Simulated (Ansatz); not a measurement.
# Zn3O: the cost of one run

Program: Ansatz 0.2.0. Level of theory: DFT PBE, scalar-relativistic, plane waves, PAW, unless a step names another level. These are calculated values, not measurements.

16 further runs of the same task are left out: 2 that didn't finish, 14 set aside as unsound or not needed.

### Step 1. Plan

Pauling electronegativities: Zn 1.65, O 3.44 (spread 1.79). No set of common oxidation states balances it. Tabulated atomic sizes suggest about 13 Å³/atom. 38 candidates were drawn, by swapping species into database cells of other compounds, at random by space group and Wyckoff sites, or by hand, as the table says:

```csv
name,made from,space group no.,Wyckoff sites,atoms (primitive cell),V (Å³/atom)
c01,database cell of Ag3O,162,Zn 6k; O 2d,8,11.5
c02,random,69,"Zn 8i, 4b; O 4a",4,13.1
c03,database cell of Sb3Au,229,Zn 6b; O 2a,4,13.5
c04,built by hand: epsilon-Fe3N,182,Zn 6g; O 2c,8,12.6
c05,database cell of MgGa3,25,"Zn 1a, 1c, 1d; O 1b",4,13.2
c06,random,123,"Zn 2h, 1b; O 1d",4,15.2
c07,database cell of TbI3,194,Zn 6h; O 2d,8,17.7
c08,database cell of TbCd3,63,"Zn 8g, 4c; O 4c",8,12.7
c09,database cell of InBr3,12,"Zn 4i, 8j; O 4g",8,12.5
c10,database cell of Na3Cd,139,"Zn 4d, 2b; O 2a",4,17.7
c11,random,189,Zn 6i; O 2d,8,16.1
c12,random,71,"Zn 2c, 4g; O 2b",4,14.5
c13,built by hand: cementite Fe3C,62,"Zn 4c, 8d; O 4c",16,12.6
c14,built by hand: anti-ReO3 (Cu3N),221,Zn 3d; O 1a,4,14.3
c15,random,189,Zn 3g; O 1b,4,15.3
c16,random,162,Zn 6k; O 2c,8,15.2
c17,built by hand: ZnO/Zn layered intergrowth,156,"Zn 1a, 1b, 1c; O 1b",4,12.9
c18,database cell of Sn3Pb,47,"Zn 2r, 1c; O 1a",4,13.6
c19,random,123,"Zn 2g, 1b; O 1a",4,13.9
c20,database cell of MgPt3,123,"Zn 1c, 2e; O 1a",4,11.4
c21,random,99,"Zn 2c, 1b; O 1a",4,16.2
c22,random,166,"Zn 18h; O 3a, 3b",8,14.6
c23,random,225,"Zn 8c, 4a; O 4b",4,15.9
c24,random,129,"Zn 4d, 2a; O 2c",8,15.3
c25,"built by hand: layered Zn3O, octahedral oxygen",164,"Zn 2d, 1b; O 1a",4,12.6
c26,built by hand: anti-BiI3 (layered suboxide),148,Zn 18f; O 6c,8,12.6
c27,random,221,Zn 3c; O 1b,4,14.6
c28,random,166,"Zn 3b, 6c; O 3a",4,15.0
c29,random,186,Zn 6c; O 2a,8,14.8
c30,random,223,Zn 6d; O 2a,8,16.1
c31,database cell of Zr3O,182,Zn 6g; O 2c,8,15.9
c32,database cell of In3Co,65,"Zn 4e, 4j, 4h; O 4i",8,13.1
c33,database cell of HoIn3,221,Zn 3c; O 1a,4,12.8
c34,random,107,"Zn 4b, 2a; O 2a",4,15.2
c35,random,160,Zn 9b; O 3a,4,14.3
c36,random,225,"Zn 8c, 4b; O 4a",4,13.3
c37,random,123,"Zn 2e, 1a; O 1b",4,14.0
c38,database cell of MgHg3,194,"Zn 4f, 2b; O 2c",8,12.8
```

### Step 2. Screening run of c15

Contents of input.yaml:

```yaml
crystal:
  lattice:
    - [3.73533811, 0.0, 0.0]
    - [-1.86766906, 3.2348977, 0.0]
    - [0.0, 0.0, 5.06245292]
  atoms:
    - { symbol: Zn, position: [0.61660538, 0.0, 0.5] }
    - { symbol: Zn, position: [0.0, 0.61660538, 0.5] }
    - { symbol: Zn, position: [0.38339462, 0.38339462, 0.5] }
    - { symbol: O, position: [0.0, 0.0, 0.5] }
basis:
  ecutwfc: 420
kpoints:
  mp_grid: { grid: [6, 6, 4] }
hamiltonian:
  xc: pbe
scf:
  occupations: { method: gaussian, width: 0.2 }
  lower_state_search: "off"
output:
  forces: true
  stress: true
  eigenvalues: true
relax:
  adjacent_minimum: "off"
  f_tol: 0.08
  max_steps: 16
  cell: { stress_tol: 0.8 }
```

On the command line:

```
$ ansatz run input.yaml --threads 1 --pin off --max-ram 2560MiB --backend cpu --events-out ev --progress --plain --runs-dir out
```

**Question.** How long does this run take on 1 thread of Intel Xeon at 2.50GHz (Skylake/Cascade Lake), shared host, and how much memory does it need?

About 2.2 min, with a peak of 0.38 GiB.
